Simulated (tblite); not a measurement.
# CdSiSb2 at GFN1-xTB (tblite): moving one setting at a time

Aim: start from a run with usual settings and see what each changed setting does to the results.

Computed with tblite 0.8.0 (GFN1-xTB (tblite), atoms fixed, no spin polarisation, unless a step's input says otherwise).

## (1) The starting structure

Symmetry: P-4m2, No. 115, tetragonal system. The conventional cell has a = 4.346 Å, b = 4.346 Å, c = 6.462 Å, α = 90.00°, β = 90.00°, γ = 90.00°. Cd (site symmetry -4m2) is surrounded by 4 Sb at 2.78 Å. Sb (site symmetry 2mm) is surrounded by 2 Si at 2.64 Å and 2 Cd at 2.78 Å. Around Si (site symmetry -4m2) lie 4 Sb at 2.64 Å.

As a file:

```
Cd Sb Si
1.0
     4.34621    0.00000    0.00000
     0.00000    4.34621    0.00000
     0.00000    0.00000    6.46204
Cd Sb Si
1 2 1
Direct
  0.00000 0.00000 0.00000
  0.00000 0.50000 0.26717
  0.50000 0.00000 0.73283
  0.50000 0.50000 0.50000
```

The structure type (II-IV-V2 ordering on zincblende lattice) is imposed and need not be the compound's stable one.

## (2) The reference run

run.py

```python
import json
from ase import Atoms
from ase.build import make_supercell
from ase.units import Bohr, GPa, Hartree
from tblite.interface import Calculator

atoms = Atoms(['Cd', 'Sb', 'Si', 'Sb'],
              cell=[[4.34621364, 0.0, 0.0], [0.0, 4.34621364, 0.0], [0.0, 0.0, 6.46203536]],
              scaled_positions=[[0.0, 0.0, 0.0], [0.0, 0.5, 0.267171949], [0.5, 0.5, 0.5], [0.5, 0.0, 0.732828051]],
              pbc=True)
cluster = make_supercell(atoms, [[2, 0, 0], [0, 2, 0], [0, 0, 2]])
calc = Calculator('GFN1-xTB', cluster.numbers, cluster.positions / Bohr, lattice=cluster.cell[:] / Bohr, periodic=cluster.pbc)
calc.set('temperature', 0.02 / Hartree)
calc.set('max-iter', 150)
res = calc.singlepoint()
levels = res.get('orbital-energies') * Hartree
nv = round(res.get('orbital-occupations').sum() / 2)
cells = len(cluster) // len(atoms)
out = {'energy_per_cell': res.get('energy') * Hartree / cells, 'homo': levels[nv - 1], 'lumo': levels[nv],
       'stress': (-res.get('virial') * Hartree / cluster.get_volume() / GPa).tolist(), 'charges': res.get('charges')[:len(atoms)].tolist(), 'electrons': 2 * nv / cells}
json.dump(out, open('results.json', 'w'))
for key, value in out.items():
    print(key, value)
```

Launch:

```bash
$ python run.py
```

Output:

```text
------------------------------------------------------------
  cycle        total energy    energy error   density error
------------------------------------------------------------
      1     -61.91539640838  -6.1848824E+01   3.9855106E-01
      2     -61.31964788239   5.9574853E-01   3.4019602E-01
      3     -62.03149899356  -7.1185111E-01   1.9264045E-01
      4     -62.23837648126  -2.0687749E-01   7.6230543E-02
      5     -62.29561694083  -5.7240460E-02   3.0250202E-02
      6     -62.31681900358  -2.1202063E-02   1.5413553E-02
      7     -62.31790581509  -1.0868115E-03   1.6294190E-02
      8     -62.32296808725  -5.0622722E-03   4.5154394E-03
      9     -62.32287833325   8.9754007E-05   4.7692958E-03
     10     -62.32310634964  -2.2801639E-04   3.7554888E-03
     11     -62.32319233210  -8.5982457E-05   2.8483946E-03
     12     -62.32315550146   3.6830642E-05   2.8528672E-03
     13     -62.32328221062  -1.2670917E-04   1.5670378E-03
     14     -62.32330285572  -2.0645098E-05   1.1318968E-03
     15     -62.32331137721  -8.5214923E-06   8.6043773E-04
     16     -62.32331381713  -2.4399174E-06   7.9980957E-04
     17     -62.32331883864  -5.0215040E-06   5.3636729E-04
     18     -62.32332383113  -4.9924924E-06   1.4741953E-04
     19     -62.32332422580  -3.9466890E-07   5.4073745E-05
     20     -62.32332428237  -5.6570663E-08   1.2724859E-05
------------------------------------------------------------

 total:                                   1.299 sec
energy_per_cell -211.9880044211658
homo -6.935608222737905
lumo -6.935606186322976
stress [[2.4999593940418587, 7.341990626034878e-07, 5.018344945342263e-07], [7.341990625932297e-07, 2.4998638836181155, 7.893450224674912e-07], [5.018344948037534e-07, 7.893450223608192e-07, 1.6002851009881531]]
charges [0.03887947317767482, 0.04865148319019674, -0.13620237961369674, 0.048681165191674314]
electrons 16.0
```

Wall time 1.9 s (1 thread of Arm Neoverse V2, shared host); peak memory 0.1 GiB.

No gap; pressure 2.2 GPa. The 32 atoms of the cluster fold only a few k-points onto the zone centre, so gap and energy may not be converged in the cluster's size.

## (3) Change: accuracy = 0.01

Changes to run.py since step 2:

```diff
@@ -14,2 +14,3 @@
 calc.set('max-iter', 150)
+calc.set('accuracy', 0.01)
 res = calc.singlepoint()
```

Launch:

```bash
$ python run.py
```

Output:

```text
------------------------------------------------------------
  cycle        total energy    energy error   density error
------------------------------------------------------------
      1     -61.91539640838  -6.1848824E+01   3.9855106E-01
      2     -61.31964788239   5.9574853E-01   3.4019602E-01
      3     -62.03149899356  -7.1185111E-01   1.9264045E-01
      4     -62.23837648126  -2.0687749E-01   7.6230543E-02
      5     -62.29561694083  -5.7240460E-02   3.0250202E-02
      6     -62.31681900358  -2.1202063E-02   1.5413553E-02
      7     -62.31790581509  -1.0868115E-03   1.6294190E-02
      8     -62.32296808725  -5.0622722E-03   4.5154394E-03
      9     -62.32287833325   8.9754007E-05   4.7692958E-03
     10     -62.32310634964  -2.2801639E-04   3.7554888E-03
     11     -62.32319233210  -8.5982457E-05   2.8483946E-03
     12     -62.32315550146   3.6830642E-05   2.8528672E-03
     13     -62.32328221062  -1.2670917E-04   1.5670378E-03
     14     -62.32330285572  -2.0645098E-05   1.1318968E-03
     15     -62.32331137721  -8.5214923E-06   8.6043773E-04
     16     -62.32331381713  -2.4399174E-06   7.9980957E-04
     17     -62.32331883864  -5.0215040E-06   5.3636729E-04
     18     -62.32332383113  -4.9924924E-06   1.4741953E-04
     19     -62.32332422580  -3.9466890E-07   5.4073745E-05
     20     -62.32332428237  -5.6570663E-08   1.2724859E-05
     21     -62.32332428657  -4.1991441E-09   4.8635234E-06
     22     -62.32332428706  -4.8963500E-10   2.1529968E-06
     23     -62.32332428711  -5.7120531E-11   1.0446236E-06
     24     -62.32332428714  -2.7107205E-11   2.4599958E-07
     25     -62.32332428714  -1.1581847E-12   8.5441347E-08
------------------------------------------------------------

 total:                                   1.350 sec
energy_per_cell -211.98800443740473
homo -6.9356078913649615
lumo -6.935607283961877
stress [[2.499926448948304, 7.340814348768772e-07, 5.016537664916177e-07], [7.340814347583317e-07, 2.4998977337505552, 7.899533658133226e-07], [5.016537664437294e-07, 7.899533655517544e-07, 1.6002846695432875]]
charges [0.038880295332202164, 0.048673898975554256, -0.13619426221555297, 0.04867135012569175]
electrons 16.0
```

Wall time 1.9 s (1 thread of Arm Neoverse V2, shared host); peak memory 0.1 GiB.

Neither run has a gap; the energy moves by 0.0 meV/atom.

## (4) Change: mixer-damping = 0.1

Changes to run.py since step 3:

```diff
@@ -14,3 +14,3 @@
 calc.set('max-iter', 150)
-calc.set('accuracy', 0.01)
+calc.set('mixer-damping', 0.1)
 res = calc.singlepoint()
```

Launch:

```bash
$ python run.py
```

Output:

```text
------------------------------------------------------------
  cycle        total energy    energy error   density error
------------------------------------------------------------
      1     -61.91539640838  -6.1848824E+01   3.9855106E-01
      2     -62.25906282643  -3.4366642E-01   3.3439991E-01
      3     -62.31296703660  -5.3904210E-02   2.6537035E-01
      4     -62.29578937874   1.7177658E-02   6.1954658E-02
      5     -62.31181468336  -1.6025305E-02   2.1944973E-02
      6     -62.31846997936  -6.6552960E-03   1.1688477E-02
      7     -62.32321069991  -4.7407205E-03   3.6354628E-03
      8     -62.32325233612  -4.1636209E-05   3.9859703E-03
      9     -62.32320399034   4.8345773E-05   4.7204828E-03
     10     -62.32325289244  -4.8902095E-05   3.5968930E-03
     11     -62.32332354996  -7.0657523E-05   2.3109279E-04
     12     -62.32332381890  -2.6893699E-07   2.4161509E-04
     13     -62.32332414810  -3.2920408E-07   1.5596353E-04
     14     -62.32332418976  -4.1655753E-08   1.3443289E-04
     15     -62.32332427853  -8.8771841E-08   3.8137322E-05
     16     -62.32332428606  -7.5301472E-09   1.1651287E-05
------------------------------------------------------------

 total:                                   1.248 sec
energy_per_cell -211.9880044337267
homo -6.935582904137586
lumo -6.935582279783695
stress [[2.4999078147806304, 7.342655801280309e-07, 5.016614533308242e-07], [7.342655800791814e-07, 2.4998783124215436, 7.901570105389948e-07], [5.016614533836182e-07, 7.901570104011008e-07, 1.6002771894368983]]
charges [0.038875301254922334, 0.04868558991893257, -0.13621082589196232, 0.04866843622542037]
electrons 16.0
```

It took 1.8 s on 1 thread of Arm Neoverse V2, shared host; peak memory 0.1 GiB.

Neither run has a gap; the energy moves by 0.0 meV/atom.

## (5) Change: temperature = 0.001

Changes to run.py since step 4:

```diff
@@ -12,5 +12,4 @@
 calc = Calculator('GFN1-xTB', cluster.numbers, cluster.positions / Bohr, lattice=cluster.cell[:] / Bohr, periodic=cluster.pbc)
-calc.set('temperature', 0.02 / Hartree)
+calc.set('temperature', 0.001 / Hartree)
 calc.set('max-iter', 150)
-calc.set('mixer-damping', 0.1)
 res = calc.singlepoint()
```

Launch:

```bash
$ python run.py
```

Output:

```text
------------------------------------------------------------
  cycle        total energy    energy error   density error
------------------------------------------------------------
      1     -61.91175722927  -6.1845185E+01   3.9898326E-01
      2     -61.31739367914   5.9436355E-01   3.4025208E-01
      3     -62.02850922238  -7.1111554E-01   1.9241953E-01
      4     -62.20470555941  -1.7619634E-01   8.8654999E-02
      5     -62.07515264087   1.2955292E-01   1.1671741E-01
      6     -62.30719781505  -2.3204517E-01   3.0715022E-02
      7     -62.16582883993   1.4136898E-01   7.9779349E-02
      8     -62.29873250619  -1.3290367E-01   3.8304355E-02
      9     -62.30495495306  -6.2224469E-03   3.2994288E-02
     10     -62.29692590875   8.0290443E-03   3.8066394E-02
     11     -62.22447914837   7.2446760E-02   6.6985464E-02
     12     -62.29447066691  -6.9991519E-02   4.3704601E-02
     13     -62.27381440221   2.0656265E-02   5.7271667E-02
     14     -62.30448290681  -3.0668505E-02   3.4143467E-02
     15     -62.30989060188  -5.4076951E-03   2.8799460E-02
     16     -62.32011197450  -1.0221373E-02   6.1403137E-03
     17     -62.31944766367   6.6431083E-04   9.3785811E-03
     18     -62.32031426639  -8.6660273E-04   4.7801680E-03
     19     -62.32051178213  -1.9751574E-04   2.7956262E-03
     20     -62.32054647619  -3.4694057E-05   2.2898532E-03
     21     -62.32058126567  -3.4789485E-05   1.6485751E-03
     22     -62.32060443954  -2.3173866E-05   1.0001818E-03
     23     -62.32061108161  -6.6420691E-06   7.5190222E-04
     24     -62.32061239718  -1.3155719E-06   7.1539566E-04
     25     -62.32061192128   4.7590004E-07   7.8464787E-04
     26     -62.32061787801  -5.9567257E-06   5.1287415E-04
     27     -62.32061926923  -1.3912272E-06   4.5464118E-04
     28     -62.32061995120  -6.8196850E-07   4.5046121E-04
     29     -62.32062215385  -2.2026479E-06   2.2664778E-04
     30     -62.32062241258  -2.5873022E-07   1.9613204E-04
     31     -62.32062264377  -2.3119414E-07   1.6076382E-04
     32     -62.32062298939  -3.4561539E-07   5.3810953E-05
     33     -62.32062299446  -5.0743907E-09   5.1184097E-05
     34     -62.32062299129   3.1755363E-09   5.4824316E-05
     35     -62.32062303128  -3.9996202E-08   1.9036826E-05
------------------------------------------------------------

 total:                                   1.475 sec
energy_per_cell -211.97881632291845
homo -6.9320607231296245
lumo -6.932059070246736
stress [[2.590319428146835, 7.30094779202239e-07, 4.993725645838996e-07], [7.300947791222966e-07, 2.591161579994065, 7.857261773864844e-07], [4.993725647061503e-07, 7.857261775274121e-07, 1.3862718041482358]]
charges [0.0386259145659944, 0.04816967532396095, -0.13498114235510217, 0.04821254509166971]
electrons 16.0
```

Wall time 2 s (1 thread of Arm Neoverse V2, shared host); peak memory 0.1 GiB.

Neither run has a gap; the energy moves by +2.3 meV/atom.

## (6) Change: mixer-damping = 1.0

Changes to run.py since step 5:

```diff
@@ -12,4 +12,5 @@
 calc = Calculator('GFN1-xTB', cluster.numbers, cluster.positions / Bohr, lattice=cluster.cell[:] / Bohr, periodic=cluster.pbc)
-calc.set('temperature', 0.001 / Hartree)
+calc.set('temperature', 0.02 / Hartree)
 calc.set('max-iter', 150)
+calc.set('mixer-damping', 1.0)
 res = calc.singlepoint()
```

Launch:

```bash
$ python run.py
```

Output:

```text
------------------------------------------------------------
  cycle        total energy    energy error   density error
------------------------------------------------------------
      1     -61.91539640838  -6.1848824E+01   3.9855106E-01
      2     -52.69558301625   9.2198134E+00   6.7750774E-01
      3     -53.46009610764  -7.6451309E-01   7.6158672E-01
      4     -61.96510997347  -8.5050139E+00   1.8124148E-01
      5     -62.13293771500  -1.6782774E-01   1.3166600E-01
      6     -61.97770406351   1.5523365E-01   1.5090391E-01
      7     -62.09939890146  -1.2169484E-01   1.3729300E-01
      8     -62.18322591353  -8.3827012E-02   1.2709914E-01
      9     -62.11810363766   6.5122276E-02   1.2888786E-01
     10     -62.24024584389  -1.2214221E-01   8.4126112E-02
     11     -62.22649311138   1.3752733E-02   7.6529977E-02
     12     -62.15478224728   7.1710864E-02   9.1497868E-02
     13     -62.21321331325  -5.8431066E-02   6.7008596E-02
     14     -62.26706482473  -5.3851511E-02   4.7642326E-02
     15     -62.28416056337  -1.7095739E-02   4.4351175E-02
     16     -62.30747938664  -2.3318823E-02   3.2680993E-02
     17     -62.31470321923  -7.2238326E-03   2.5770800E-02
     18     -62.31749922468  -2.7960055E-03   2.0688721E-02
     19     -62.31876123557  -1.2620109E-03   1.7268752E-02
     20     -62.31913857426  -3.7733869E-04   1.6337062E-02
     21     -62.31879346824   3.4510602E-04   1.5610960E-02
     22     -62.32102535439  -2.2318862E-03   1.1078776E-02
     23     -62.32063520500   3.9014940E-04   1.1350112E-02
     24     -62.32168094989  -1.0457449E-03   9.4879504E-03
     25     -62.32217655175  -4.9560186E-04   7.8235919E-03
     26     -62.32248068242  -3.0413066E-04   6.4715435E-03
     27     -62.32309440662  -6.1372420E-04   3.8554306E-03
[... 4 lines of this table left out ...]
     32     -62.32327109537  -1.7979871E-05   1.7911472E-03
     33     -62.32329254181  -2.1446439E-05   1.3413634E-03
     34     -62.32329487256  -2.3307444E-06   1.2827906E-03
     35     -62.32329845215  -3.5795914E-06   1.1863807E-03
     36     -62.32330429504  -5.8428903E-06   1.0400591E-03
     37     -62.32330548314  -1.1881027E-06   1.0051747E-03
     38     -62.32330930906  -3.8259202E-06   8.8085565E-04
     39     -62.32331922240  -9.9133403E-06   5.3015853E-04
     40     -62.32332197607  -2.7536661E-06   3.7052917E-04
     41     -62.32332357800  -1.6019357E-06   2.1224139E-04
     42     -62.32332410803  -5.3002331E-07   1.0937765E-04
     43     -62.32332426018  -1.5215775E-07   4.3136074E-05
     44     -62.32332428309  -2.2904466E-08   1.6450290E-05
------------------------------------------------------------

 total:                                   1.581 sec
energy_per_cell -211.98800442362025
homo -6.935604142955117
lumo -6.935594744448517
stress [[2.499687238679808, 7.340881686599451e-07, 5.008899246123244e-07], [7.340881686419533e-07, 2.5001256741274607, 7.901696413385459e-07], [5.008899243395951e-07, 7.901696412935895e-07, 1.6002788646563326]]
charges [0.03888090859612747, 0.04863243014270109, -0.1362002201506638, 0.048668633245042]
electrons 16.0
```

It took 2.1 s on 1 thread of Arm Neoverse V2, shared host; peak memory 0.1 GiB.

Neither run has a gap; the energy moves by 0.0 meV/atom.

## (7) Change: cluster = 1x1x1

Changes to run.py since step 6:

```diff
@@ -10,3 +10,3 @@
               pbc=True)
-cluster = make_supercell(atoms, [[2, 0, 0], [0, 2, 0], [0, 0, 2]])
+cluster = make_supercell(atoms, [[1, 0, 0], [0, 1, 0], [0, 0, 1]])
 calc = Calculator('GFN1-xTB', cluster.numbers, cluster.positions / Bohr, lattice=cluster.cell[:] / Bohr, periodic=cluster.pbc)
@@ -14,3 +14,2 @@
 calc.set('max-iter', 150)
-calc.set('mixer-damping', 1.0)
 res = calc.singlepoint()
```

Launch:

```bash
$ python run.py
```

Output:

```text
------------------------------------------------------------
  cycle        total energy    energy error   density error
------------------------------------------------------------
      1     -7.426263352733  -7.4179418E+00   3.9495287E-01
      2     -7.465693241130  -3.9429888E-02   1.8460714E-01
      3     -7.467537849004  -1.8446079E-03   9.6794440E-02
      4     -7.473426481315  -5.8886323E-03   8.6562225E-02
      5     -7.420648623826   5.2777857E-02   1.8673882E-01
      6     -7.478879992785  -5.8231369E-02   1.2622754E-02
      7     -7.478896084817  -1.6092032E-05   7.7075238E-03
      8     -7.478943650933  -4.7566116E-05   1.7402064E-03
      9     -7.478944688366  -1.0374336E-06   7.5855401E-05
     10     -7.478944692900  -4.5337973E-09   4.2120072E-05
     11     -7.478944694491  -1.5903572E-09   8.6762805E-06
------------------------------------------------------------

 total:                                   0.155 sec
energy_per_cell -203.51245113667537
homo -7.363338449893528
lumo -7.363335116504391
stress [[28.976315707169878, -3.3679998538004626e-06, -4.115461636976261e-06], [-3.3679998536789706e-06, 28.97568915626519, -3.5569772489941e-06], [-4.115461637862056e-06, -3.556977247971366e-06, 33.53263284958224]]
charges [-0.03566336786055724, 0.07439844876009638, -0.1130879194480241, 0.074352838548495]
electrons 16.0
```

Wall time 0.71 s (1 thread of Arm Neoverse V2, shared host); peak memory 0.096 GiB.

Neither run has a gap; the energy moves by +2118.9 meV/atom. One cell at the zone centre alone can't describe the crystal.

## (8) Change: cluster = 3x3x3

Changes to run.py since step 7:

```diff
@@ -10,3 +10,3 @@
               pbc=True)
-cluster = make_supercell(atoms, [[1, 0, 0], [0, 1, 0], [0, 0, 1]])
+cluster = make_supercell(atoms, [[3, 0, 0], [0, 3, 0], [0, 0, 3]])
 calc = Calculator('GFN1-xTB', cluster.numbers, cluster.positions / Bohr, lattice=cluster.cell[:] / Bohr, periodic=cluster.pbc)
```

Launch:

```bash
$ python run.py
```

Output:

```text
------------------------------------------------------------
  cycle        total energy    energy error   density error
------------------------------------------------------------
      1     -209.6116474079  -2.0938697E+02   4.1045400E-01
      2     -206.5030254619   3.1086219E+00   3.6197079E-01
      3     -209.9106222077  -3.4075967E+00   2.1344013E-01
      4     -210.9669528149  -1.0563306E+00   7.1875148E-02
      5     -211.2618911725  -2.9493836E-01   9.3643980E-03
      6     -211.0896410683   1.7225010E-01   3.2751841E-02
      7     -211.2432608767  -1.5361981E-01   1.4837214E-02
      8     -211.2564538865  -1.3193010E-02   7.0414198E-03
      9     -211.2663827408  -9.9288542E-03   2.8023670E-03
     10     -211.2655924852   7.9025556E-04   2.9938443E-03
     11     -211.2665940940  -1.0016088E-03   2.1292330E-03
     12     -211.2673638391  -7.6974515E-04   1.0731364E-03
     13     -211.2672939695   6.9869584E-05   1.1965961E-03
     14     -211.2674013034  -1.0733386E-04   6.2156272E-04
     15     -211.2674218011  -2.0497640E-05   4.3796175E-04
     16     -211.2674306564  -8.8553773E-06   3.1651027E-04
     17     -211.2674357019  -5.0454550E-06   2.1795255E-04
     18     -211.2674360906  -3.8875430E-07   2.0133357E-04
     19     -211.2674378368  -1.7461876E-06   1.1306396E-04
     20     -211.2674382824  -4.4556288E-07   8.2577555E-05
     21     -211.2674386916  -4.0923504E-07   3.4042432E-05
     22     -211.2674387444  -5.2764307E-08   1.9404512E-05
------------------------------------------------------------

 total:                                  11.024 sec
energy_per_cell -212.92147518714526
homo -6.816432813602183
lumo -6.8164312537368374
stress [[-0.7226158236515079, 5.3890100589163554e-08, -1.0686267217252332e-07], [5.3890100607029557e-08, -0.7226347041332499, -2.871496338738362e-08], [-1.0686267207305205e-07, -2.871496351373241e-08, -0.7245698518942911]]
charges [0.004035412387734416, 0.04102932050363877, -0.08604755627961291, 0.04105296969735247]
electrons 16.0
```

Wall time 12 s (1 thread of Arm Neoverse V2, shared host); peak memory 0.19 GiB.

Neither run has a gap; the energy moves by -233.4 meV/atom. Another cluster folds other k-points onto the zone centre, and changes which images the real-space sums reach.

## (9) What moved

| change | ends | gap (eV) | energy (meV/atom) | pressure (GPa) | time |
| --- | --- | --- | --- | --- | --- |
| none | converged | 0.00 | 0 | 2.2 | 1.9 s |
| accuracy = 0.01 | converged | 0.00 | 0.0 | 0.0 | 1.9 s |
| mixer-damping = 0.1 | converged | 0.00 | 0.0 | 0.0 | 1.8 s |
| temperature = 0.001 | converged | 0.00 | +2.3 | 0.0 | 2 s |
| mixer-damping = 1.0 | converged | 0.00 | 0.0 | 0.0 | 2.1 s |
| cluster = 1x1x1 | converged | 0.00 | +2118.9 | +28.3 | 0.71 s |
| cluster = 3x3x3 | converged | 0.00 | -233.4 | -2.9 | 12 s |

The first row holds values, the others changes from it. Keys are the program's: temperature in eV (tblite) or K (CP2K), cutoffs in Ry, CUTOFP in Å. Among the numerical settings, cluster = 1x1x1 moves the energy most (+2118.9 meV/atom). The changed runs test settings; they are no properties of the crystal.
